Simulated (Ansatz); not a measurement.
# SnCl3: the cost of one run

Method: DFT PBE, scalar-relativistic, plane waves, PAW, in Ansatz 0.2.0.

### Step 1. The structure to begin with

The structure is hexagonal, space group P-6m2 (No. 187). Conventional cell: a = 3.216 Å, b = 3.216 Å, c = 11.554 Å, α = 90.00°, β = 90.00°, γ = 120.00°. Sn (site symmetry -6m2) has 6 Sn at 3.22 Å and 6 Cl at 3.48 Å as nearest neighbours. Cl (site symmetry -6m2) has 12 Cl at 3.22 to 3.39 Å as nearest neighbours. Around Cl (site symmetry 3m) lie 9 Cl at 3.22 to 3.39 Å and 3 Sn at 3.48 Å.

Structure file:

```
CELL_PARAMETERS angstrom
3.21602 0.00000 0.00000
-1.60801 2.78515 0.00000
0.00000 0.00000 11.55377
ATOMIC_POSITIONS crystal
Sn 0.00000 0.00000 0.50000
Cl 0.00000 0.00000 0.00000
Cl 0.33333 0.66667 0.75479
Cl 0.33333 0.66667 0.24521
```

Recipe of the guess: species swapped into a database cell of Cd3Hg (P-6m2, No. 187), with Cl on the Cd sites and Sn on the Hg sites. The dimensions are guesses.

### Step 2. Probe: one point on a coarse mesh

The input, input.yaml:

```yaml
crystal:
  lattice:
    - [3.21601576, 0.0, 0.0]
    - [-1.60800788, 2.78515135, 0.0]
    - [0.0, 0.0, 11.55377484]
  atoms:
    - { symbol: Sn, position: [0.0, 0.0, 0.5] }
    - { symbol: Cl, position: [0.0, 0.0, 0.0] }
    - { symbol: Cl, position: [0.33333333, 0.66666667, 0.7547884] }
    - { symbol: Cl, position: [0.33333333, 0.66666667, 0.2452116] }
basis:
  ecutwfc: 420
kpoints:
  mp_grid: { grid: [6, 6, 2] }
hamiltonian:
  xc: pbe
scf:
  occupations: { method: gaussian, width: 0.1 }
  lower_state_search: "off"
output:
  forces: true
  stress: true
  eigenvalues: true
```

Command:

```
> ansatz run input.yaml --threads 1 --pin off --max-ram 2560MiB --backend cpu --events-out ev --progress --plain --runs-dir out
```

**Question.** How long does this run take on 1 thread of Intel Xeon 6975P-C (Granite Rapids), shared host, and how much memory does it need?

About 1.4 s, with a peak of 0.34 GiB.
